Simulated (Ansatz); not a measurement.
# CH6AsGeN: the cost of one run

All numbers are computed with Ansatz 0.2.0 through its Python package. Level of theory: CAM-B3LYP/def2-SVP.

## 1. The structure

Bond lengths: C1–N2 1.283 Å, N2–Ge3 1.854 Å, Ge3–As4 2.399 Å, C1–H5 1.086 Å, C1–H6 1.084 Å, Ge3–H7 1.550 Å, Ge3–H8 1.550 Å, As4–H9 1.564 Å, As4–H10 1.563 Å. Angles: C1–N2–Ge3 121.3°, N2–C1–H5 121.1°, N2–C1–H6 119.7°, H5–C1–H6 119.2°, N2–Ge3–As4 109.7°, N2–Ge3–H7 109.5°, N2–Ge3–H8 109.3°, As4–Ge3–H7 109.6°, As4–Ge3–H8 109.2°, H7–Ge3–H8 109.5°, Ge3–As4–H9 91.9°, Ge3–As4–H10 92.3°, H9–As4–H10 92.6°.

Input file ch6asgen.xyz:

```xyz
10

C    -1.20590    1.08810    0.75940
N    -1.30280    0.25330   -0.20990
Ge   -0.13010   -1.17310   -0.37230
As    2.10300   -0.35140   -0.68020
H    -0.43450    0.98180    1.51640
H    -1.90510    1.91370    0.82910
H    -0.19180   -2.04320    0.90890
H    -0.53210   -2.03000   -1.59970
H     1.61890    0.74020   -1.68970
H     1.98040    0.62060    0.53810
```

## 2. The code

The input, scan_ch6asgen.py:

```python
"""Stretching a bond of CH6AsGeN, the rest held rigid."""

from dataclasses import dataclass
import warnings

import ansatz as az
import matplotlib.pyplot as plt
import numpy as np


@dataclass(frozen=True)
class RunConfig:
    basis: str = "def2-SVP"
    xc: str = "CAM-B3LYP"


settings = RunConfig()


def main() -> None:
    warnings.simplefilter("ignore", az.DeckWarning)

    mol = az.Crystal.molecule_from_extxyz("ch6asgen.xyz")

    symbols = [site.symbol for site in mol.cartesian_sites]
    start = np.array([site.position_ang for site in mol.cartesian_sites])
    axis = (start[8] - start[3]) / np.linalg.norm(start[8] - start[3])
    moving = [8]
    lengths, energies = [1.376, 1.439, 1.501, 1.564, 1.626, 1.689, 1.751, 1.845], []
    for length in lengths:
        xyz = start.copy()
        xyz[moving] += (length - np.linalg.norm(start[8] - start[3])) * axis
        point = az.Crystal.molecule()
        for symbol, place in zip(symbols, xyz):
            point = point.atom(symbol, place.tolist())
        calc = (
            point.calculation()
            .basis(gaussian=settings.basis)  # the orbital basis, by name
            .functional(settings.xc)
            .accuracy("medium")  # preset for grids and thresholds
        )
        data = calc.run().report
        energies.append(data["free_energy_ev"])
        print(f"r = {length:6.3f} A  E = {energies[-1]:.5f} eV  <S^2> = {abs(data['mean_field']['state']['spin_squared']):.3f}")

    # quartic fit about the minimum
    fit = np.polynomial.Polynomial.fit(lengths, np.array(energies) - min(energies), 4).convert()
    roots = [r.real for r in fit.deriv().roots() if abs(r.imag) < 1e-9 and fit.deriv(2)(r.real) > 0]
    r_e = min(roots, key=lambda r: abs(r - lengths[int(np.argmin(energies))]))
    print(f"minimum of the fit at {r_e:.4f} A, force constant {fit.deriv(2)(r_e):.2f} eV/A^2")
    plt.figure(figsize=(4.5, 3))
    plt.plot(lengths, np.array(energies) - min(energies), "o-")
    plt.xlabel("bond length (A)")
    plt.ylabel("E - E(min) (eV)")
    plt.tight_layout()
    plt.savefig("scan.png", dpi=100)


if __name__ == "__main__":
    main()
```

## 3. The input behind the calls

The package turns the script's settings into the engine's input (first run):

```yaml
crystal:
  periodic: [false, false, false]
  atoms:
    - { symbol: C, position_ang: [-1.2059, 1.0881, 0.7594] }
    - { symbol: "N", position_ang: [-1.3028, 0.2533, -0.2099] }
    - { symbol: Ge, position_ang: [-0.1301, -1.1731, -0.3723] }
    - { symbol: As, position_ang: [2.103, -0.3514, -0.6802] }
    - { symbol: H, position_ang: [-0.4345, 0.9818, 1.5164] }
    - { symbol: H, position_ang: [-1.9051, 1.9137, 0.8291] }
    - { symbol: H, position_ang: [-0.1918, -2.0432, 0.9089] }
    - { symbol: H, position_ang: [-0.5321, -2.03, -1.5997] }
    - { symbol: H, position_ang: [1.6769985287997895, 0.6091932781701089, -1.5685463854092387] }
    - { symbol: H, position_ang: [1.9804, 0.6206, 0.5381] }
accuracy: medium
basis:
  gaussian:
    orbitals: def2-SVP
hamiltonian:
  xc: cam_b3lyp
```

## 4. The run

Run with:

```
$ python scan_ch6asgen.py
```

**Question.** How long does this script take on 1 thread of Arm Neoverse V1, shared host, and how much memory does it need?

About 54 s, with a peak of 0.47 GiB.
